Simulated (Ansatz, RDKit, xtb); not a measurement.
**Isomers of C6H6OS2, a sample narrowed down**

A sample of isomers of C6H6OS2 is drawn. Aim: find which of them has the lowest free energy at 298.15 K, then its properties. The sample is small against all isomers, and the most stable one of this formula need not be in it.

The funnel: GFN2-xTB relaxations, single points with a density functional, relaxations at B3LYP-D3(BJ)/def2-SVP, harmonic vibrations (at GFN2-xTB), and a last energy at a higher level. All values are calculated.

## (1) Drawing up candidates

Isomers were taken from a list of plausible structures; this is a sample, not all of them. That gives 7 candidates.

| label | SMILES | spin |
| --- | --- | --- |
| c025 | CC(=S)OC1=CCC1=S | singlet |
| c130 | C#CCSCOC=C=S | singlet |
| c376 | CC(=S)Sc1ccco1 | singlet |
| c634 | C#C/C=C\OC(=S)SC | singlet |
| c654 | CC(=S)C1=CC(=O)CS1 | singlet |
| c940 | CC(=S)c1sccc1O | singlet |
| c987 | Oc1cc(S)cc(S)c1 | singlet |

Candidates are built by distance geometry, with a force field where one applies, in up to four conformers (letters a to d).

**Question.** With final energies at CCSD(T)/def2-SVP + MP2/def2-TZVPP - MP2/def2-SVP, which structure will this search put lowest in free energy, and by what margin?

| quantity | value |
| --- | --- |
| lowest structure found | Oc1cc(S)cc(S)c1, singlet |
| next finalist | CC(=S)c1sccc1O, singlet, 4.4 kcal/mol higher in G |
| share at equilibrium, among the finalists | 99.9 % |

`Oc1cc(S)cc(S)c1` comes out lowest. The margin of 4.4 kcal/mol over the next finalist is beyond the usual error of the last level; it says nothing of structures that weren't ranked. GFN2-xTB, HF/STO-3G, B3LYP-D3(BJ)/def2-SVP, HF/def2-SVP and MP2/def2-SVP already put its bonding pattern lowest among the structures in one piece; r2SCAN-D4/def2-SVP favours the singlet CC(=S)c1sccc1O. One minimum inside the window was never screened. The search is not exhaustive (a finite list of starts, one conformer a finalist), so a lower isomer can't be ruled out. Only 7 drawn patterns were tried, so whole families of isomers are missing, and the result ranks this sample alone.
